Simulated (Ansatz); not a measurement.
# SiC (Moissanite 6H): further runs on the relaxed cell

One table from this session's results is given with a row withheld; the runs are named, their logs left out.

The COD entry's cell or inner coordinates are ideal or old and differ from later refinements, so a difference from it is no clean test against experiment.

Program: Ansatz 0.2.0. Level of theory: DFT PBE, scalar-relativistic, plane waves, PAW. These are calculated values, not measurements.

1 further run of the same task is left out (set aside as unsound or not needed).

## The structure to begin with

It takes space group P6_3mc (No. 186, hexagonal). Conventional cell: a = 3.095 Å, b = 3.095 Å, c = 15.186 Å, α = 90.00°, β = 90.00°, γ = 120.00°. Si (site symmetry 3m) is surrounded by 4 C at 1.90 Å. Around Si (site symmetry 3m) lie 4 C at 1.89 to 1.90 Å. C (site symmetry 3m) has 4 Si at 1.89 to 1.90 Å as nearest neighbours. C (site symmetry 3m) has 4 Si at 1.90 Å as nearest neighbours.

As a file:

```
CELL_PARAMETERS angstrom
3.09500 0.00000 0.00000
-1.54750 2.68035 0.00000
0.00000 0.00000 15.18644
ATOMIC_POSITIONS crystal
Si 0.00000 0.00000 0.12504
Si 0.00000 0.00000 0.62504
Si 0.33333 0.66667 0.29182
Si 0.66667 0.33333 0.79182
Si 0.33333 0.66667 0.95831
Si 0.66667 0.33333 0.45831
C 0.00000 0.00000 0.99969
C 0.00000 0.00000 0.49969
C 0.33333 0.66667 0.16683
C 0.66667 0.33333 0.66683
C 0.33333 0.66667 0.83332
C 0.66667 0.33333 0.33332
```

It is the result of an earlier relaxation at this level (volume 10.50 Å³/atom; gap on the mesh: 2.03 eV).

The first run:

The input, input.yaml:

```yaml
crystal:
  lattice:
    - [3.0637333288, 0.0, 0.0]
    - [-1.5318666644, 2.6532708931, 0.0]
    - [0.0, 0.0, 15.0330310912]
  atoms:
    - { symbol: Si, position: [0.0, 0.0, 0.1250399221] }
    - { symbol: Si, position: [0.0, 0.0, 0.6250399221] }
    - { symbol: Si, position: [0.3333333333, 0.6666666667, 0.2918177992] }
    - { symbol: Si, position: [0.6666666667, 0.3333333333, 0.7918177992] }
    - { symbol: Si, position: [0.3333333333, 0.6666666667, 0.9583095063] }
    - { symbol: Si, position: [0.6666666667, 0.3333333333, 0.4583095063] }
    - { symbol: C, position: [0.0, 0.0, -0.0003123163] }
    - { symbol: C, position: [0.0, 0.0, 0.4996876837] }
    - { symbol: C, position: [0.3333333333, 0.6666666667, 0.1668296831] }
    - { symbol: C, position: [0.6666666667, 0.3333333333, 0.6668296831] }
    - { symbol: C, position: [0.3333333333, 0.6666666667, 0.8333154055] }
    - { symbol: C, position: [0.6666666667, 0.3333333333, 0.3333154055] }
basis:
  ecutwfc: 420
kpoints:
  mp_grid: { grid: [12, 12, 2] }
hamiltonian:
  xc: pbe
scf:
  occupations: { method: gaussian, width: 0.02 }
output:
  forces: true
  stress: true
  eigenvalues: true
relax:
  adjacent_minimum: "off"
  f_tol: 0.01
  max_steps: 30
  cell: { stress_tol: 0.1, fix: [volume] }
```

Started as:

```
> ansatz run input.yaml --threads 4 --pin off --max-ram 10240MiB --backend cpu --events-out ev --progress --plain --runs-dir out
```

Steps of the session up to this table: The cell scaled to 0.97 of its volume; The cell scaled to 1.03 of its volume; Point at V/V0 = 0.94; Point at V/V0 = 1.06; Volume × 0.91; Point at V/V0 = 1.10; The cell scaled to 0.88 of its volume.

One table of the session follows, with a row left open; its other results are not shown here.

It belongs to the step «Energy against volume». 

| volume (Å³/atom) | energy above the lowest point (meV/atom) | pressure (GPa) | gap on the mesh (eV) |
| --- | --- | --- | --- |
| 9.239 | 123.7 | 34.88 | 1.99 |
| 9.554 | 65.9 | 24.14 | 2.00 |
| 9.869 | ? | ? | ? |
| 10.184 | 6.6 | 6.89 | 2.02 |
| 10.498 | 0.0 | 0.00 | 2.03 |
| 10.813 | 6.0 | -5.94 | 2.04 |
| 11.128 | 22.8 | -11.06 | 2.04 |
| 11.548 | 59.5 | -16.79 | 2.05 |

**Question.** Estimate the row for volume (Å³/atom) = 9.869.

Worked estimate for «energy above the lowest point (meV/atom)». A straight line through the neighbours (9.554, 65.9) and (10.184, 6.6) gives 65.9 + (6.6 − 65.9) × (9.869 − 9.554) / (10.184 − 9.554) = 36.2; a parabola fitted to 4 rows on both sides gives 27.7.

**Answer.** energy above the lowest point (meV/atom): 27.8; pressure (GPa): 14.88; gap on the mesh (eV): 2.02. In «energy above the lowest point (meV/atom)» the line misses by +8.4 and the parabola by -0.1.
